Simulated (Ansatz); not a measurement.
# BP: the crystal squeezed far

The task here is to estimate one member of a computed series from the others.

Computed with Ansatz 0.2.0 (DFT, PBE, PAW with Ansatz's default frozen-core files, scalar-relativistic, unless a step's input says otherwise).

## Starting point

Symmetry: F-43m, No. 216, cubic system. Conventional cell: a = 4.452 Å, b = 4.452 Å, c = 4.452 Å, α = 90.00°, β = 90.00°, γ = 90.00°. Around B (site symmetry -43m) lie 4 P at 1.93 Å. P (site symmetry -43m) is surrounded by 4 B at 1.93 Å.

As a file:

```xyz
2
Lattice="0.0000 2.2261 2.2261 2.2261 0.0000 2.2261 2.2261 2.2261 0.0000" Properties=species:S:1:pos:R:3 pbc="T T T"
B     0.0000    0.0000    0.0000
P     1.1130    1.1130    1.1130
```

Whether this phase is the stable one at these pressures isn't tested.

Atoms are numbered in the order of the input: B1, P2.

Set-up of the first run:

Contents of input.yaml:

```yaml
crystal:
  lattice:
    - [0.0, 2.2260631449, 2.2260631449]
    - [2.2260631449, 0.0, 2.2260631449]
    - [2.2260631449, 2.2260631449, 0.0]
  atoms:
    - { symbol: B, position: [0.0, 0.0, 0.0] }
    - { symbol: P, position: [0.25, 0.25, 0.25] }
kpoints:
  mp_grid: { grid: [15, 15, 15] }
scf:
  occupations: { method: fermi_dirac, width: 0.08 }
hamiltonian:
  xc: pbe
  pseudopotentials: { kind: paw }
output:
  forces: true
  stress: true
relax:
  f_tol: 0.005
  max_steps: 40
  cell: {}
```

The run is started by

```
$ ansatz run input.yaml --threads 1 --pin off --max-ram 2048MiB --backend cpu --events-out ev --progress --plain --runs-dir out
```

Steps of the session up to this table: Cell relaxed at zero pressure, PAW; More of the same log: cell relaxed at zero pressure; Volume scaled by 1, PAW; Volume scaled by 0.94, PAW; Volume scaled by 0.88, PAW; Volume scaled by 0.8, PAW; Volume scaled by 0.72, PAW; Volume scaled by 0.64, PAW; Volume scaled by 0.55, PAW; Volume scaled by 0.55, PAW (cutoff 250 eV).

One table of the session follows, with a row left open; its other results are not shown here.

| method | volume over the first | volume (Å³/atom) | pressure (GPa) | gap on the k mesh (eV) |
| --- | --- | --- | --- | --- |
| PAW | 1 | 11.762 | 0.00 | 1.25 |
| PAW | 0.94 | 11.056 | 11.27 | 1.17 |
| PAW | 0.88 | 10.351 | 26.34 | 1.07 |
| PAW | 0.8 | 9.410 | 54.80 | 0.87 |
| PAW | 0.72 | ? | ? | ? |
| PAW | 0.64 | 7.528 | 163.65 | 0.40 |
| PAW | 0.55 | 6.469 | 285.87 | 0.12 |
| PAW (cutoff 250 eV) | 0.55 | 6.469 | 292.73 | – |

Q: Estimate the row for PAW, 0.72 from the others.

As computed: volume (Å³/atom): 8.469; pressure (GPa): 97.65; gap on the k mesh (eV): 0.64. In the column «volume (Å³/atom)» it lies between PAW, 0.64 (7.528) and PAW, 0.8 (9.410).

Limits of these values: Warnings in the runs' records: cutoff below recommended.
